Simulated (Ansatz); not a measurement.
# HPbNO4 in Ansatz: the effect of functional

The system is HPbNO4.

```xyz
7
Lattice="4.1992 0.1112 0.1682 1.9160 3.8913 0.1257 1.7609 1.2526 6.3727" Properties=species:S:1:pos:R:3 pbc="T T T"
H     6.1559    3.5396    4.2374
Pb    3.9410    4.7367    5.7714
N     2.1622    1.5295    2.0021
O     6.1170    3.6060    5.2180
O     2.2525    1.0554    0.8130
O     2.1821    0.7481    2.9790
O     2.0545    2.7723    2.1460
```

The cell was built by a generator and needn't be a form met in nature.

Alike in all runs:

```yaml
Program: Ansatz 0.2.0
Task: band structure
Potentials_or_basis: Ansatz PAW
Cutoff: "420 eV (not typed: the program's choice for these potentials)"
k_mesh: 7 × 7 × 5
Occupations: fermi-dirac, width 0.05 eV
Spin: no spin polarisation
```

**Question.** One run gave: gap on the mesh 2.81 eV; pressure -2.9 GPa; largest force 0.39 eV/Å. Which functional did it use?
A. revPBE
B. PBEsol
C. BLYP

**Answer.** B.

```csv
functional,gap on the mesh (eV),pressure (GPa),largest force (eV/Å)
BLYP,2.78,2.1,0.33
revPBE,2.86,2.1,0.18
PBEsol,2.81,-2.9,0.39
```

Caveats: spin-orbit coupling is left out, which as a rule narrows the gap of such compounds by several tenths of an eV; the PAW data sets come from PBE, with cores solved anew for the run's functional, which leaves a small shift of forces and pressure.

A k mesh can miss the band edges.
